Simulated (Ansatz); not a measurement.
**C2H3Cl2Ga: basis-set convergence**

Aim: see how fast density functionals converge with the basis set for C2H3Cl2Ga.

Program: Ansatz 0.2.0, Gaussian basis. Level of theory: one geometry, several basis sets. These are calculated values, not measurements.

Plan: PBE0-D4/def2-SVP; ωB97M-V/def2-SVP; PBE0-D4/def2-QZVPP; ωB97M-V/def2-QZVPP; the functionals' def2-TZVPP values are taken from earlier runs.

### 1 Structure used throughout

An earlier PBE0-D4 in a triple-zeta def2 set relaxation fixed the geometry.

SMILES `C=[CH][Ga]([Cl])[Cl]`, 8 atoms, charge 0, spin multiplicity 1.

Atoms are counted from 1 here; the program's logs count them from 0.

Bond lengths: C1–C2 1.330 Å, C1–H6 1.087 Å, C1–H7 1.086 Å, C2–Ga3 1.928 Å, C2–H8 1.086 Å, Ga3–Cl4 2.132 Å, Ga3–Cl5 2.137 Å. Angles: C2–C1–H6 121.8°, C2–C1–H7 122.1°, H6–C1–H7 116.1°, C1–C2–Ga3 120.4°, C1–C2–H8 119.9°, Ga3–C2–H8 119.6°, C2–Ga3–Cl4 124.2°, C2–Ga3–Cl5 120.4°, Cl4–Ga3–Cl5 115.4°.

Coordinates:

```xyz
8
C2H3Cl2Ga
C     0.7869    0.5351    1.1169
C    -0.1333   -0.3186    0.6764
Ga   -0.6263   -0.3477   -1.1872
Cl   -2.0879   -1.6573   -2.0202
Cl    0.3042    0.9863   -2.5733
H     1.0811    0.5708    2.1631
H     1.2875    1.2359    0.4547
H    -0.6123   -1.0045    1.3695
```

### 2 PBE0-D4 in def2-SVP

File in.yaml:

```yaml
crystal:
  periodic: [false, false, false]
  atoms:
    - {symbol: C, position_ang: [0.786911, 0.535067, 1.116899]}
    - {symbol: C, position_ang: [-0.133252, -0.318561, 0.676416]}
    - {symbol: Ga, position_ang: [-0.626258, -0.347728, -1.187178]}
    - {symbol: Cl, position_ang: [-2.087914, -1.657252, -2.020156]}
    - {symbol: Cl, position_ang: [0.304160, 0.986292, -2.573261]}
    - {symbol: H, position_ang: [1.081115, 0.570826, 2.163085]}
    - {symbol: H, position_ang: [1.287513, 1.235856, 0.454697]}
    - {symbol: H, position_ang: [-0.612285, -1.004500, 1.369497]}
basis:
  gaussian: {orbitals: def2-SVP}
hamiltonian: {xc: pbe0, dispersion: d4}
output: {orbitals: {seedname: orbitals}}
```

Run with:

```sh
ansatz run in.yaml --threads 4 --pin off --events-out ev --progress --plain --max-ram 10444MiB
```

Further steps of the session: ωB97M-V in def2-SVP; PBE0-D4 in def2-QZVPP; ωB97M-V in def2-QZVPP.

Before running them: what should the planned runs give, taken together? Wanted: PBE0-D4: double and triple zeta above quadruple; ωB97M-V: double and triple zeta above quadruple.

As calculated:

```
                                       quantity           value
PBE0-D4: double and triple zeta above quadruple  19.68, 2.02 eV
ωB97M-V: double and triple zeta above quadruple  19.58, 1.95 eV
```

**Reading.** For PBE0-D4 the step from double to triple zeta gains 17.65 eV and the next only 2.02 eV. Total energies overstate the basis error of differences, where much of it tends to cancel.
